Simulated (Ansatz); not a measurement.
**CH₅AlNP: small, medium and large basis sets**

The task here is to estimate one member of a computed series from the others.

The runs use Ansatz 0.2.0, Gaussian basis; one geometry, several basis sets.

Levels to be run: PBE0-D4/def2-SVP; ωB97M-V/def2-SVP; PBE0-D4/def2-QZVPP; ωB97M-V/def2-QZVPP; the functionals' def2-TZVPP values are taken from earlier runs.

### Structure used throughout

The geometry comes from an earlier relaxation with PBE0-D4 in a triple-zeta def2 set; it is a stationary point, not always the lowest conformer.

9 atoms, charge 0, spin multiplicity 1.

Atoms are counted from 1 here; the program's logs count them from 0.

Bond lengths: C1–N2 1.264 Å, C1–H5 1.090 Å, C1–H6 1.092 Å, N2–P3 1.799 Å, N2–Al4 1.944 Å, P3–Al4 2.394 Å, P3–H7 1.426 Å, Al4–H8 1.583 Å, Al4–H9 1.585 Å. Angles: N2–C1–H5 119.9°, N2–C1–H6 121.5°, H5–C1–H6 118.6°, C1–N2–P3 125.3°, C1–N2–Al4 144.5°, P3–N2–Al4 79.4°, N2–P3–Al4 53.0°, N2–P3–H7 91.4°, Al4–P3–H7 81.3°, N2–Al4–P3 47.6°, N2–Al4–H8 114.0°, N2–Al4–H9 109.9°, P3–Al4–H8 114.6°, P3–Al4–H9 119.8°, H8–Al4–H9 124.5°.

The first run:

Input file in.yaml:

```yaml
crystal:
  periodic: [false, false, false]
  atoms:
    - {symbol: C, position_ang: [0.309578, 1.470319, -0.675743]}
    - {symbol: N, position_ang: [0.252168, 0.283875, -0.244972]}
    - {symbol: P, position_ang: [1.346319, -0.428090, 0.993243]}
    - {symbol: Al, position_ang: [-0.914509, -1.064150, 0.529842]}
    - {symbol: H, position_ang: [-0.514449, 1.875307, -1.262663]}
    - {symbol: H, position_ang: [1.172656, 2.109344, -0.476604]}
    - {symbol: H, position_ang: [1.606778, -1.558106, 0.163201]}
    - {symbol: H, position_ang: [-1.065083, -2.370381, -0.351870]}
    - {symbol: H, position_ang: [-2.104959, -0.364416, 1.308564]}
basis:
  gaussian: {orbitals: def2-SVP}
hamiltonian: {xc: pbe0, dispersion: d4}
output: {orbitals: {seedname: orbitals}}
```

Command:

```console
> ansatz run in.yaml --threads 2 --pin off --events-out ev --progress --plain --max-ram 4352MiB
```

Steps of the session up to this table: PBE0-D4 in def2-SVP; ωB97M-V in def2-SVP; PBE0-D4 in def2-QZVPP; ωB97M-V in def2-QZVPP.

One of the session's tables, all rows but one given; the rest of the session is left out.

It belongs to the step «Density functionals: the series». 

```
functional       basis  HOMO (eV)  LUMO (eV)
   PBE0-D4    def2-SVP      -6.58      -1.83
   PBE0-D4  def2-TZVPP          ?          ?
   PBE0-D4  def2-QZVPP      -6.60      -2.00
   ωB97M-V    def2-SVP      -8.50       0.45
   ωB97M-V  def2-TZVPP      -8.55       0.22
   ωB97M-V  def2-QZVPP      -8.56       0.10
```

Q: Estimate the row for PBE0-D4, def2-TZVPP from the others.

As computed: HOMO (eV): -6.59; LUMO (eV): -1.95. In the column «HOMO (eV)» it lies between PBE0-D4, def2-QZVPP (-6.60) and PBE0-D4, def2-SVP (-6.58).
